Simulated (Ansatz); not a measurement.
This script for the Ansatz DFT code, driven from Python starts 3 runs on GeH6OSSi, SMILES S[SiH2][O][GeH3]. What input does the engine get in each?

`geh6ossi.py`
```python
"""One geometry of GeH6OSSi, method by method."""

import warnings

import ansatz
from ase import Atoms


def main() -> None:
    warnings.simplefilter("ignore", ansatz.DeckWarning)

    atoms = Atoms(["S", "Si", "O", "Ge", "H", "H", "H", "H", "H", "H"], positions=[
        (-1.9207, 0.9836, -2.0118),
        (-0.4698, 0.6112, -0.5502),
        (-0.4882, -1.0697, -0.2251),
        (0.8991, -1.2901, 1.017),
        (-1.668, 2.3964, -2.0316),
        (-0.7771, 1.3888, 0.6715),
        (0.8701, 1.035, -1.0707),
        (0.9482, -2.7862, 1.3849),
        (0.4908, -0.4728, 2.3408),
        (2.1987, -0.8474, 0.4782),
    ])
    system = ansatz.Crystal.molecule_from_ase(atoms)

    job = system.calculation().basis(gaussian="def2-SVP")

    methods = ["mp2", "ccsd", "ccsd_t"]
    reports = [job.correlation(m).run().report for m in methods]
    print(f"Hartree-Fock reference {reports[0]['reference_energy_ev'] / 27.211386246:.6f} Ha")
    best = reports[-1]["free_energy_ev"] - reports[-1]["reference_energy_ev"]
    for method, each in zip(methods, reports):
        gained = each["free_energy_ev"] - each["reference_energy_ev"]
        print(f"{method:8s} total {each['free_energy_ev'] / 27.211386246:.6f} Ha  correlation {gained:9.4f} eV  ({100 * gained / best:.1f} % of the last)")


if __name__ == "__main__":
    main()
```

Run 1:
```yaml
crystal:
  periodic: [false, false, false]
  atoms:
    - { symbol: S, position_ang: [-1.9207, 0.9836, -2.0118] }
    - { symbol: Si, position_ang: [-0.4698, 0.6112, -0.5502] }
    - { symbol: O, position_ang: [-0.4882, -1.0697, -0.2251] }
    - { symbol: Ge, position_ang: [0.8991, -1.2901, 1.017] }
    - { symbol: H, position_ang: [-1.668, 2.3964, -2.0316] }
    - { symbol: H, position_ang: [-0.7771, 1.3888, 0.6715] }
    - { symbol: H, position_ang: [0.8701, 1.035, -1.0707] }
    - { symbol: H, position_ang: [0.9482, -2.7862, 1.3849] }
    - { symbol: H, position_ang: [0.4908, -0.4728, 2.3408] }
    - { symbol: H, position_ang: [2.1987, -0.8474, 0.4782] }
basis:
  gaussian:
    orbitals: def2-SVP
correlation:
  method: mp2
```

Run 2, against run 1:
```diff
-  method: mp2
+  method: ccsd
```

Run 3, against run 1:
```diff
-  method: mp2
+  method: ccsd_t
```

Output of `python geh6ossi.py`:
```text
Hartree-Fock reference -2839.697816 Ha
mp2      total -2840.355386 Ha  correlation  -17.8934 eV  (91.4 % of the last)
ccsd     total -2840.398006 Ha  correlation  -19.0531 eV  (97.3 % of the last)
ccsd_t   total -2840.417264 Ha  correlation  -19.5772 eV  (100.0 % of the last)
```

Reading the output:
- Total energies depend on the basis set; only differences at equal settings carry meaning.
- The geometry is a force-field or estimated start, not a minimum of this method, and the basis set is short of its limit. A lower total doesn't mark the better method: functionals have no common bound, and MP2 and coupled cluster aren't variational.
- Inner cores stay frozen; a filled d shell under the valence of the heavier atoms is correlated with it.
- Hardware and time: 29 s on 1 thread of Arm Neoverse V2, on a shared host, peak memory 0.56 GiB.
